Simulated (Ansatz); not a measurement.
Write the native input for Ansatz 0.2.0 that does the following.

- Task: single point
- Functional: PBEsol
- Potentials or basis: all-electron LAPW, scalar-relativistic
- Cutoff: 263 eV (chosen from the basis error)
- Basis error allowed: 0.001 eV/atom
- k mesh: 9 × 9 × 1
- Occupations: fermi-dirac, width 0.05 eV
- Spin: no spin polarisation

The system is Te4Mo2WS2, a slab with vacuum.

```
W Te Mo S
1.0
     3.42276    0.00000    0.00000
    -1.71138    2.96419    0.00000
     0.00000    0.00000   31.60516
W Te Mo S
1 4 2 2
Direct
  0.66667 0.33333 0.00000
  0.66667 0.33333 0.29016
  0.66667 0.33333 0.82753
  0.66667 0.33333 0.17247
  0.66667 0.33333 0.70984
  0.33333 0.66667 0.23132
  0.33333 0.66667 0.76868
  0.33333 0.66667 0.95249
  0.33333 0.66667 0.04751
```

These files were run (other wordings do the same):

input.yaml

```yaml
crystal:
  lattice:
    - [3.4227563057, 0.0, 0.0]
    - [-1.7113781529, 2.9641939117, 0.0]
    - [0.0, 0.0, 31.605159]
  atoms:
    - { symbol: W, position: [0.6666666667, 0.3333333333, 0.0] }
    - { symbol: Te, position: [0.6666666667, 0.3333333333, 0.290159] }
    - { symbol: Te, position: [0.6666666667, 0.3333333333, 0.827526] }
    - { symbol: Te, position: [0.6666666667, 0.3333333333, 0.172474] }
    - { symbol: Te, position: [0.6666666667, 0.3333333333, 0.709841] }
    - { symbol: Mo, position: [0.3333333333, 0.6666666667, 0.231317] }
    - { symbol: Mo, position: [0.3333333333, 0.6666666667, 0.768683] }
    - { symbol: S, position: [0.3333333333, 0.6666666667, 0.952491] }
    - { symbol: S, position: [0.3333333333, 0.6666666667, 0.047509] }
kpoints:
  mp_grid: { grid: [9, 9, 1] }
scf:
  occupations: { method: fermi_dirac, width: 0.05 }
hamiltonian:
  xc: pbesol
  pseudopotentials: { kind: all_electron, lapw: { basis_error: 0.001 } }
output:
  forces: true
  stress: true
  eigenvalues: true
  populations: true
```

Potentials or basis: all-electron LAPW, scalar-relativistic.

The run is started by

```sh
$ ansatz run input.yaml --threads 8 --pin off --max-ram 24576MiB --backend cpu --events-out ev --progress --plain --runs-dir out
```

It gave:

The largest force is 0.426 eV/Å. The band gap on the k mesh is 0.15 eV, direct.

Caveat: spin-orbit coupling is left out, which moves the levels of the heavy elements.

It took 34 s on 8 threads of Intel(R) Xeon(R) Platinum 8488C (Sapphire Rapids) (shared host), peak memory 2.3 GiB.
